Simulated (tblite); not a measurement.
# C4H14B2S: the cost of one run

The runs use tblite 0.8.0 and PySCF 2.14.0, with density-fitted response routines of our own; the level of theory stands in each step. All values are computed, except where a source is named. Atoms count from 0, in the outputs and in this text.

## 1. The starting structure

21 atoms, charge 0, multiplicity 1; geometry from: force field or distance geometry start.

Bonds of the start (Å): C0–B1 1.61, B1–C2 1.58, B1–B3 1.67, B3–S4 1.84, S4–C5 1.77, S4–C6 1.78, C0–H7 1.12, C0–H8 1.09, C0–H9 1.10, C2–H10 1.12, C2–H11 1.10, C2–H12 1.11, B3–H13 1.19, B3–H14 1.21, C5–H15 1.10, C5–H16 1.11, C5–H17 1.11, C6–H18 1.11, C6–H19 1.11, C6–H20 1.10.

## 2. Geometry optimisation with GFN2-xTB

The job: settings as JSON, then the geometry in Å.

```
{"job": {"kind": "relax", "xc": "GFN2-xTB", "basis": "xTB"}, "charge": 0, "multiplicity": 1}
C      2.577800     0.760600     1.289600
B      1.441700     0.376900     0.219200
C      1.971300    -0.312400    -1.105200
B     -0.033600    -0.075000     0.853500
S     -1.243600    -0.581200    -0.431800
C     -1.751500     0.752900    -1.481800
C     -2.703600    -1.140600     0.414200
H      2.092500     1.270500     2.160600
H      3.310200     1.437700     0.839200
H      3.095700    -0.118400     1.692300
H      1.178600    -1.028700    -1.454600
H      2.927800    -0.816500    -0.907700
H      2.159300     0.477400    -1.863600
H     -0.460400     0.714400     1.627500
H      0.187700    -1.062600     1.509100
H     -0.915000     1.313900    -1.915600
H     -2.346200     0.300600    -2.303000
H     -2.461000     1.387400    -0.915500
H     -3.567000    -1.137900    -0.289300
H     -2.949500    -0.380200     1.191000
H     -2.520000    -2.122000     0.871500
```

The run is started by

```bash
OMP_NUM_THREADS=1 python probes_run.py task.json out
```

This one command runs all jobs of the session in turn.

Q: Estimate the wall time and peak memory of this first job on 1 thread of Arm Neoverse N1, shared host.

About 1.2 s, with a peak of 0.18 GiB.
